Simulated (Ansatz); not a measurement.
# Tm3BF: one candidate of a structure search

Aim: relax a trial structure of Tm3BF and see where it ends.

Method: DFT PBE, scalar-relativistic, plane waves, PAW; 4f electrons in the core of a trivalent norm-conserving potential, in Ansatz 0.2.0.

2 further runs of the same task are left out: 1 that didn't finish, 1 set aside as unsound or not needed.

## Step 1: Starting point

Symmetry: Pm-3m, No. 221, cubic system. Conventional cell: a = 4.601 Å, b = 4.601 Å, c = 4.601 Å, α = 90.00°, β = 90.00°, γ = 90.00°. Around Tm (site symmetry 4/mmm) lie 2 B at 2.30 Å and 8 Tm at 3.25 Å and 4 F at 3.25 Å. Around B (site symmetry m-3m) lie 6 Tm at 2.30 Å. F (site symmetry m-3m) has 12 Tm at 3.25 Å in its first shell of neighbours.

Structure file:

```cif
data_structure
_symmetry_space_group_name_H-M 'Pm-3m'
_symmetry_Int_Tables_number 221
_cell_length_a 4.6013
_cell_length_b 4.6013
_cell_length_c 4.6013
_cell_angle_alpha 90.000
_cell_angle_beta 90.000
_cell_angle_gamma 90.000
_cell_volume 97.42
loop_
_atom_site_label
_atom_site_type_symbol
_atom_site_symmetry_multiplicity
_atom_site_Wyckoff_symbol
_atom_site_fract_x
_atom_site_fract_y
_atom_site_fract_z
_atom_site_occupancy
Tm1 Tm 3 c 0.00000 0.50000 0.50000 1
B1 B 1 b 0.50000 0.50000 0.50000 1
F1 F 1 a 0.00000 0.00000 0.00000 1
```

Recipe of the guess: species swapped into a database cell of KCaCl3 (Pm-3m, No. 221), with F on the K sites, B on the Ca sites and Tm on the Cl sites. Lengths come from tabulated atomic sizes and are only a guess.

## Step 2: The guess as it stands, on a coarse mesh

File input.yaml:

```yaml
crystal:
  lattice:
    - [4.60132267, 0.0, 0.0]
    - [0.0, 4.60132267, 0.0]
    - [0.0, 0.0, 4.60132267]
  atoms:
    - { symbol: Tm, position: [0.0, 0.5, 0.5] }
    - { symbol: Tm, position: [0.5, 0.0, 0.5] }
    - { symbol: Tm, position: [0.5, 0.5, 0.0] }
    - { symbol: B, position: [0.5, 0.5, 0.5] }
    - { symbol: F, position: [0.0, 0.0, 0.0] }
basis:
  ecutwfc: 690
kpoints:
  mp_grid: { grid: [4, 4, 4] }
hamiltonian:
  xc: pbe
  pseudopotentials:
    kind: paw
    azcp: { Tm: "pseudopotentials/pbe/nc/lanthanide_3plus/Tm.nc.azcp" }
scf:
  occupations: { method: gaussian, width: 0.1 }
  lower_state_search: "off"
output:
  forces: true
  stress: true
  eigenvalues: true
```

On the command line:

```
ansatz run input.yaml --threads 1 --pin off --max-ram 2560MiB --backend cpu --events-out ev --progress --plain --runs-dir out
```

Further runs follow: rough relaxation on the coarse mesh; final relaxation; the kicked end on a coarse mesh; coarse relaxation (after the kick); another rough relaxation (after the kick); relaxation on the finer mesh (after the kick).

What does the calculation give? Wanted: conventional cell; volume; energy over the elements; gap on the mesh.

The runs gave:

```
                                                              quantity                                                                      value
                          symmetry at the first end (tolerance 0.05 Å)                                                space group Pm-3m (No. 221)
                                                     conventional cell  a = 4.932 Å, b = 4.932 Å, c = 4.932 Å, α = 90.00°, β = 90.00°, γ = 90.00°
                                                                volume                                                              23.99 Å³/atom
energy over the elements (uncorrected; H, N, O, F and Cl as molecules)                                                              -0.31 eV/atom
                                                       gap on the mesh                                                               none (metal)
```

The space group Pm-3m (No. 221) is kept, and the volume per atom grows by 23.1 % from the first guess. It lies below the elements, which doesn't yet make it stable: competing phases were not computed in this session. No finished test with a distortion of lower symmetry is shown, so the end may be a saddle point. Spin-orbit coupling is left out for Tm. The final runs have no spin polarisation, so a magnetic state may lie lower. The lanthanide's 4f electrons sit in the core of its potential, so it is trivalent by construction and shows no f bands or moments.

No U or exact exchange acts on the 4f shell of Tm, so a metallic reading can be the functional's.
